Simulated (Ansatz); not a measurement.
# Convergence study of Fe

Which SCF settings change the result for Fe, and which only the effort? The default run comes first. We look at Fe: the measured crystal structure (space group Im-3m), with 1 atom per cell. Source: COD entry 9013488.

The COD cell was measured well above room temperature, so it is larger than a cold one.

Program: Ansatz 0.2.0. Level of theory: DFT PBEsol, PAW, plane waves, scalar-relativistic. These are calculated values, not measurements.

### 1 Starting point

The structure is cubic, space group Im-3m (No. 229). Conventional cell: a = 2.933 Å, b = 2.933 Å, c = 2.933 Å, α = 90.00°, β = 90.00°, γ = 90.00°. Around Fe (site symmetry m-3m) lie 8 Fe at 2.54 Å.

Coordinates:

```cif
data_structure
_symmetry_space_group_name_H-M 'P 1'
_symmetry_Int_Tables_number 1
_cell_length_a 2.5401
_cell_length_b 2.5401
_cell_length_c 2.5401
_cell_angle_alpha 109.471
_cell_angle_beta 109.471
_cell_angle_gamma 109.471
_cell_volume 12.62
loop_
_atom_site_label
_atom_site_type_symbol
_atom_site_fract_x
_atom_site_fract_y
_atom_site_fract_z
_atom_site_occupancy
Fe1 Fe 0.00000 0.00000 0.00000 1
```

In tables a label like Fe1 counts atoms in the order of input.yaml; a structure file may count by element.

Changes shown after the default run: linear mixing, β 0.4, Kerker; iteration limit 10; density-residual threshold 1e-11 eV; Anderson, β 0.5, backtracking line search; MSR1 mixing, preconditioner LDOS; Fermi–Dirac width 0.003 eV, no switch to direct minimisation; Anderson, β 0.02, history 8, no preconditioner; direct minimisation; Anderson, β 0.5, history 8, no preconditioner.

The search for lower states is off throughout, and inputs that name a mixer don't switch to direct minimisation unless they say so. Spin is collinear, with starting moments Fe1 4.00 μB. β is the mixing step of the charge; the magnetisation has a step of its own, which the program sets unless it is named.

### 2 Default SCF settings

input.yaml

```yaml
crystal:
  lattice:
    - [-1.4665, 1.4665, 1.4665]
    - [1.4665, -1.4665, 1.4665]
    - [1.4665, 1.4665, -1.4665]
  atoms:
    - { symbol: Fe, position: [0.0, 0.0, 0.0], spin: 4.0 }
magnetization:
  spin_polarized: true
hamiltonian:
  xc: pbesol
  pseudopotentials: { kind: paw }
basis:
  ecutwfc: 420
kpoints:
  mp_grid: { grid: [14, 14, 14] }
scf:
  occupations: { method: fermi_dirac, width: 0.1 }
  lower_state_search: "off"
output:
  forces: true
  stress: true
```

Started as:

```
$ ansatz run input.yaml --threads 2 --pin off --max-ram 5120MiB --backend cpu --events-out ev --progress --plain --runs-dir out
```

Further steps of the session: Linear mixing, β 0.4, Kerker; Iteration limit 10; Density-residual threshold 1e-11 eV; Anderson, β 0.5, backtracking line search; MSR1 mixing, preconditioner LDOS; Fermi–Dirac width 0.003 eV, no switch to direct minimisation; Anderson, β 0.02, history 8, no preconditioner; Direct minimisation; Anderson, β 0.5, history 8, no preconditioner.

Q: What does this run give, and which of the planned changes alter effort or result? Wanted: largest shift of the free energy by occupations, cutoff, mesh or field.

**Answer**, as computed:

```
                                                                                             quantity                                                                                                value
                                                                                          default run  9 iterations, ferromagnetic, site moments Fe1 2.47 μB, total 2.42 μB per cell, no gap on the k-mesh
fewest iterations to that state among the runs shown (an iteration of direct minimisation costs more)                                                                               8 (iteration limit 10)
                                                                                most iterations to it                                                                    34 (linear mixing, β 0.4, Kerker)
                                          runs that end in another state, among changes of path alone                                                                                                    0
                               largest shift of the free energy by occupations, cutoff, mesh or field                        +18.5 meV/atom (Fermi–Dirac width 0.003 eV, no switch to direct minimisation)
```

In words: 8 runs solve the same problem and reach the default's state, in 8 to 34 iterations: there the settings change the path, not the answer. Occupations, cutoff, mesh and fields change the problem that is solved, not just the path; the largest shift here is that of “Fermi–Dirac width 0.003 eV, no switch to direct minimisation”. Other settings tried on this cell gave no result: fixed occupations (input refused). Counts include iterations that the program adds to test a close, so a difference of one or two ranks nothing. The starting density is a sum of atomic densities.
